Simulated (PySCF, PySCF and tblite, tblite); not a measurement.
# C4H13FSSi2: conformers and averaged spectra, part 2 of 2

PySCF and tblite. Atoms count from 0. Earlier steps stand in the parts before.

## (5) Shieldings, conformer 2: PBE0/pcSseg-1 in water

The job: settings as JSON, then the geometry in Å.

```
{"job": {"xc": "PBE0", "basis": "pcSseg-1", "solvent": "water", "kind": "nmr", "pop": false}, "charge": 0, "multiplicity": 1}
C     -0.858082     0.545438    -1.600653
C     -1.084437    -0.120108    -0.239503
C     -1.758154     0.882805     0.698699
C     -1.997726    -1.333617    -0.420708
Si     0.577394    -0.692260     0.492796
F      1.262816    -1.740067    -0.535930
S      1.888690     0.981087     0.709082
Si     3.812414     0.032633     0.871452
H     -0.393724    -0.148542    -2.298569
H     -0.214405     1.416826    -1.498892
H     -1.808867     0.869044    -2.022789
H     -2.700097     1.224563     0.271769
H     -1.966304     0.430280     1.665974
H     -1.118053     1.747787     0.856753
H     -1.539693    -2.067423    -1.080100
H     -2.947781    -1.028516    -0.857703
H     -2.201358    -1.813450     0.534371
H      0.499627    -1.461390     1.722943
H      3.770281    -0.848916     2.031838
H      4.696862     1.170347     1.051366
H      4.071675    -0.708927    -0.352668
```

The log of the run:

```text
coarse grid: 18368 points
cycle   1  E = -1236.5085986332  dE =  5.063e-01  |g| = 6.522e-01  |ddm| = 3.962e+00
cycle   2  E = -1236.4589064962  dE =  4.969e-02  |g| = 8.807e-01  |ddm| = 1.253e+00
cycle   3  E = -1236.5947337057  dE = -1.358e-01  |g| = 7.999e-02  |ddm| = 7.216e-01
cycle   4  E = -1236.5958097691  dE = -1.076e-03  |g| = 3.004e-02  |ddm| = 9.259e-02
cycle   5  E = -1236.5959858773  dE = -1.761e-04  |g| = 4.862e-03  |ddm| = 2.817e-02
cycle   6  E = -1236.5959899389  dE = -4.062e-06  |g| = 2.489e-03  |ddm| = 6.878e-03
final grid: 161872 points
cycle   7  E = -1236.6509506525  dE = -4.731e-05  |g| = 1.175e-02  |ddm| = 3.646e-02
cycle   8  E = -1236.6509292880  dE =  2.136e-05  |g| = 1.485e-02  |ddm| = 2.572e-02
cycle   9  E = -1236.6509863988  dE = -5.711e-05  |g| = 1.018e-03  |ddm| = 1.437e-02
cycle  10  E = -1236.6509866053  dE = -2.065e-07  |g| = 2.601e-04  |ddm| = 1.023e-03
cycle  11  E = -1236.6509866179  dE = -1.264e-08  |g| = 7.846e-05  |ddm| = 2.362e-04
cycle  12  E = -1236.6509866188  dE = -8.395e-10  |g| = 2.580e-05  |ddm| = 7.042e-05
converged SCF energy = -1236.6509866188

GIAO shielding tensors (ppm)
atom      isotropic    diamagn.    paramagn.     s11        s22        s33       span
  0 C      161.004     250.159     -89.155    145.805    150.797    186.411     40.606
  1 C      160.470     249.731     -89.261    153.217    161.076    167.116     13.899
  2 C      162.167     250.060     -87.893    147.850    151.006    187.644     39.794
  3 C      160.995     248.089     -87.094    145.591    149.006    188.387     42.796
  4 Si     319.643     881.060    -561.416    288.080    316.949    353.901     65.820
  5 F      361.091     473.293    -112.202    331.284    367.861    384.128     52.844
  6 S      789.777    1063.418    -273.642    677.441    803.901    887.988    210.548
  7 Si     409.015     879.046    -470.031    374.012    405.860    447.173     73.161
  8 H       30.437      32.419      -1.981     26.207     28.572     36.533     10.326
  9 H       30.271      32.921      -2.649     24.908     30.466     35.440     10.532
 10 H       30.792      32.205      -1.413     26.868     28.309     37.199     10.331
 11 H       30.803      31.788      -0.986     27.096     28.074     37.237     10.141
 12 H       30.680      31.826      -1.145     26.771     27.798     37.472     10.700
 13 H       30.632      32.559      -1.927     25.057     30.856     35.982     10.925
 14 H       30.348      30.947      -0.598     25.539     28.782     36.725     11.186
 15 H       30.641      30.861      -0.220     26.665     28.154     37.104     10.440
 16 H       30.485      30.798      -0.313     26.178     27.835     37.442     11.263
 17 H       26.250      31.566      -5.316     23.110     24.321     31.319      8.208
 18 H       26.858      28.008      -1.150     22.713     24.894     32.969     10.256
 19 H       26.938      28.069      -1.131     22.742     24.574     33.499     10.757
 20 H       26.970      28.616      -1.646     22.177     26.005     32.729     10.551
```

Wall time 35 s (1 thread of AMD EPYC 7B13, shared host); peak memory 1.2 GiB.

Key values: HOMO -7.56 eV, LUMO 0.08 eV; dipole 1.13 D.

## (6) Shieldings, conformer 3: PBE0/pcSseg-1 in water

The job: settings as JSON, then the geometry in Å.

```
{"job": {"xc": "PBE0", "basis": "pcSseg-1", "solvent": "water", "kind": "nmr", "pop": false}, "charge": 0, "multiplicity": 1}
C     -1.618066     0.351185     1.103978
C     -0.946352     0.114481    -0.252853
C     -0.608998    -1.372468    -0.386460
C     -1.918802     0.508036    -1.366883
Si     0.626934     1.189367    -0.381508
F      0.177260     2.724464    -0.187953
S      2.015686     0.795423     1.201192
Si     3.397869    -0.612364     0.352133
H     -2.516604    -0.258614     1.191722
H     -1.900449     1.395716     1.216309
H     -0.946040     0.090458     1.919431
H      0.047429    -1.692120     0.420639
H     -1.518731    -1.969735    -0.338013
H     -0.116578    -1.578994    -1.335305
H     -1.486519     0.318169    -2.347180
H     -2.169135     1.564303    -1.302993
H     -2.840140    -0.066993    -1.282879
H      1.285900     1.178326    -1.675108
H      2.697175    -1.857625     0.057613
H      4.383944    -0.763130     1.406188
H      3.945297    -0.040942    -0.872256
```

The log of the run:

```text
coarse grid: 18368 points
cycle   1  E = -1236.5065226086  dE =  5.044e-01  |g| = 6.540e-01  |ddm| = 3.969e+00
cycle   2  E = -1236.4567428539  dE =  4.978e-02  |g| = 8.817e-01  |ddm| = 1.248e+00
cycle   3  E = -1236.5934775869  dE = -1.367e-01  |g| = 7.918e-02  |ddm| = 7.215e-01
cycle   4  E = -1236.5945166918  dE = -1.039e-03  |g| = 2.997e-02  |ddm| = 9.008e-02
cycle   5  E = -1236.5946914018  dE = -1.747e-04  |g| = 4.836e-03  |ddm| = 2.746e-02
cycle   6  E = -1236.5946954302  dE = -4.028e-06  |g| = 2.458e-03  |ddm| = 7.001e-03
final grid: 161872 points
cycle   7  E = -1236.6496162409  dE = -4.760e-05  |g| = 1.172e-02  |ddm| = 3.873e-02
cycle   8  E = -1236.6495941887  dE =  2.205e-05  |g| = 1.489e-02  |ddm| = 2.655e-02
cycle   9  E = -1236.6496518319  dE = -5.764e-05  |g| = 1.027e-03  |ddm| = 1.493e-02
cycle  10  E = -1236.6496520380  dE = -2.061e-07  |g| = 2.663e-04  |ddm| = 1.005e-03
cycle  11  E = -1236.6496520510  dE = -1.294e-08  |g| = 7.645e-05  |ddm| = 2.304e-04
cycle  12  E = -1236.6496520517  dE = -7.885e-10  |g| = 2.610e-05  |ddm| = 6.927e-05
converged SCF energy = -1236.6496520517

GIAO shielding tensors (ppm)
atom      isotropic    diamagn.    paramagn.     s11        s22        s33       span
  0 C      162.066     249.808     -87.742    147.898    150.471    187.828     39.930
  1 C      158.337     250.061     -91.724    147.527    161.004    166.479     18.953
  2 C      161.525     251.125     -89.600    147.429    151.304    185.844     38.415
  3 C      161.004     247.973     -86.969    146.153    148.482    188.376     42.223
  4 Si     316.406     880.023    -563.616    283.302    315.649    350.268     66.966
  5 F      363.953     470.555    -106.602    341.686    354.560    395.614     53.928
  6 S      797.877    1062.358    -264.481    686.982    807.068    899.582    212.601
  7 Si     406.529     879.472    -472.943    368.558    400.849    450.181     81.622
  8 H       30.795      31.878      -1.083     26.959     28.252     37.173     10.215
  9 H       30.505      31.874      -1.369     26.256     28.360     36.898     10.643
 10 H       30.228      32.533      -2.304     24.894     30.423     35.368     10.474
 11 H       30.657      33.801      -3.144     25.676     30.132     36.163     10.487
 12 H       30.856      32.611      -1.756     27.093     28.451     37.023      9.930
 13 H       30.738      33.034      -2.296     27.053     28.032     37.130     10.077
 14 H       30.502      30.871      -0.369     26.189     27.962     37.355     11.166
 15 H       30.390      30.677      -0.287     25.561     28.681     36.927     11.365
 16 H       30.681      30.803      -0.122     26.730     28.200     37.112     10.382
 17 H       26.268      31.443      -5.176     23.103     24.701     30.999      7.896
 18 H       27.063      29.695      -2.632     21.915     27.177     32.097     10.183
 19 H       26.955      28.165      -1.210     22.883     24.393     33.588     10.705
 20 H       26.942      28.584      -1.642     23.003     24.927     32.897      9.894
```

Wall time 35 s (1 thread of AMD EPYC 7B13, shared host); peak memory 1.2 GiB.

Key values: HOMO -7.46 eV, LUMO 0.07 eV; dipole 3.90 D.

## (7) Averages: properties at PBE0/pcSseg-1 in water

The job: settings as JSON, then the geometry in Å.

```
{"job": {"study": "conf", "smiles": "CC(C)(C)[Si@@H](F)S[SiH3]", "search": {"seed": 2520, "n_embed": 90, "ff_keep": 18, "window": 3.0, "nmax": 8, "temps": [250, 273.15, 298.15, 323.15, 373.15], "t_ref": 298.15, "order": 0.001}, "level": {"nmr": {"xc": "PBE0", "basis": "pcSseg-1", "solvent": "water"}}, "kind": "conf"}, "charge": 0, "multiplicity": 1}
C     -0.858082     0.545438    -1.600653
C     -1.084437    -0.120108    -0.239503
C     -1.758154     0.882805     0.698699
C     -1.997726    -1.333617    -0.420708
Si     0.577394    -0.692260     0.492796
F      1.262816    -1.740067    -0.535930
S      1.888690     0.981087     0.709082
Si     3.812414     0.032633     0.871452
H     -0.393724    -0.148542    -2.298569
H     -0.214405     1.416826    -1.498892
H     -1.808867     0.869044    -2.022789
H     -2.700097     1.224563     0.271769
H     -1.966304     0.430280     1.665974
H     -1.118053     1.747787     0.856753
H     -1.539693    -2.067423    -1.080100
H     -2.947781    -1.028516    -0.857703
H     -2.201358    -1.813450     0.534371
H      0.499627    -1.461390     1.722943
H      3.770281    -0.848916     2.031838
H      4.696862     1.170347     1.051366
H      4.071675    -0.708927    -0.352668
```

The log of the run:

```text
conformer  sym    E(xTB)   E(DFT)   G(298.15 K)  weight  dipole/D
    1     C1      0.369    0.530    0.072   0.3724    1.498
    2     C1      0.000    0.000    0.000   0.4207    1.134
    3     C1      1.667    0.516    0.420   0.2070    3.900

mean shielding (ppm) by class
class atoms           250 K   273.15 K   298.15 K   323.15 K   373.15 K
  0 C  0,2,3        161.666    161.678    161.688    161.697    161.712
  1 C  1            159.419    159.377    159.339    159.307    159.257
  2 Si 4            318.693    318.657    318.625    318.599    318.557
  3 F  5            364.883    365.041    365.186    365.308    365.505
  4 S  6            799.219    799.612     799.97    800.274    800.761
  5 Si 7              408.3    408.273    408.249    408.229    408.198
  6 H  8,9,10        30.583     30.584     30.585     30.585     30.586
  7 H  17            26.227     26.226     26.225     26.224     26.222
  8 H  18,19,20      26.938     26.939     26.939      26.94      26.94
```

It took 2.2 min on 1 thread of AMD EPYC 7B13, shared host. This counts the runs that the step sums up.

The search (ETKDG and KDG, MMFF94s, GFN2-xTB) embedded 90 structures, kept 3 distinct ones after the force field and 3 after xTB; 3 were carried on (window 3.0 kcal/mol at the search's own energies). Energies: PBE0/pcSseg-1 in water with D3(BJ).

Conformer by conformer (298 K):

```
no.  group  mirror pair  ΔE xTB  ΔE DFT    ΔG  weight (%)  μ (D)  C0–C1–Si4–S6 (°)  F5–Si4–S6–Si7 (°)     A, B, C (GHz)
  1     C1           no    0.37    0.53  0.07        37.2   1.50               178                 10  1.94, 0.73, 0.67
  2     C1           no    0.00    0.00  0.00        42.1   1.13                59                -43  2.22, 0.68, 0.60
  3     C1           no    1.67    0.52  0.42        20.7   3.90                58               -147  1.71, 0.76, 0.64
```

Energies in kcal/mol. ΔG holds xTB vibrations and rotation, symmetry numbers and mirror pairs.

Weights (%) by temperature:

```
no.  250 K  273 K  298 K  323 K  373 K
  2   46.2   44.0   42.1   40.4   37.8
  1   34.4   35.9   37.2   38.4   40.3
  3   19.4   20.1   20.7   21.2   21.9
```

How the weights hang on the way they are made:

```csv
scheme,2,1,3,mean μ (D)
DFT free energy,42,37,21,1.84
"DFT energy, symmetry counted",55,22,23,1.85
DFT energy alone,55,22,23,1.85
"xTB energy, symmetry counted",63,34,4,1.36
xTB free energy,45,52,3,1.41
lowest conformer only,100,0,0,1.13
equal weights,33,33,33,2.18
conformers found from three starts alone,100,0,0,1.13
```

Shifts against references run at the same level (¹H TMS 31.69, ¹⁹F CFCl3 174.8, ¹³C TMS 187.9, ²⁹Si TMS 348.9 ppm of shielding), by class of atoms, at 298 K:

| atoms | environment | no. 2 | no. 1 | no. 3 | average |
| --- | --- | --- | --- | --- | --- |
| C1 | fully substituted sp3 carbon bonded to Si | 27.4 | 29.3 | 29.6 | 28.6 |
| C0, C2, C3 | methyl carbon | 26.5 | 25.8 | 26.4 | 26.2 |
| H17 | hydrogen on a silicon bonded to C, F, S | 5.44 | 5.52 | 5.42 | 5.46 |
| H18, H19, H20 | hydrogen on a silicon bonded to S | 4.77 | 4.76 | 4.70 | 4.75 |
| H8, H9, H10 and 6 more | hydrogen on a methyl carbon | 1.12 | 1.09 | 1.10 | 1.11 |
| Si4 | silicon bonded to C, F, S, H | 29.3 | 30.2 | 32.5 | 30.3 |
| Si7 | silicon bonded to S, 3 H | -60.1 | -59.4 | -57.6 | -59.3 |
| F5 | fluorine bonded to Si | -186.3 | -195.7 | -189.2 | -190.4 |
| S6 | sulfur bonded to 2 Si | 790 (σ) | 813 (σ) | 798 (σ) | 800 (σ) |

Effective distances for nuclear Overhauser effects, ⟨r⁻⁶⟩^(−1/6) over all pairs of two classes (Å): H8···H17 3.61; H17···H18 3.89.

## (8) What came out

This closing draws on all 2 parts.

| quantity | value |
| --- | --- |
| conformers | 3; the first in weight is no. 2 (C1), 42 % at 298 K |
| root-mean-square dipole | 2.13 D |
| averaged ¹³C shifts (PBE0/pcSseg-1 in water) | 28.6, 26.2 ppm |
| averaged ¹H shifts (PBE0/pcSseg-1 in water) | 5.46, 4.75, 1.11 ppm |
| averaged ¹⁹F shifts (PBE0/pcSseg-1 in water) | -190.4 ppm |

**Reading.** At 298 K conformer 2 holds 42 % of the ensemble (46 % at 250 K, 38 % at 373 K). Among conformers over 5 %, C1 differs by 2.1 ppm, while the average moves by 0.2 ppm from 250 to 373 K.
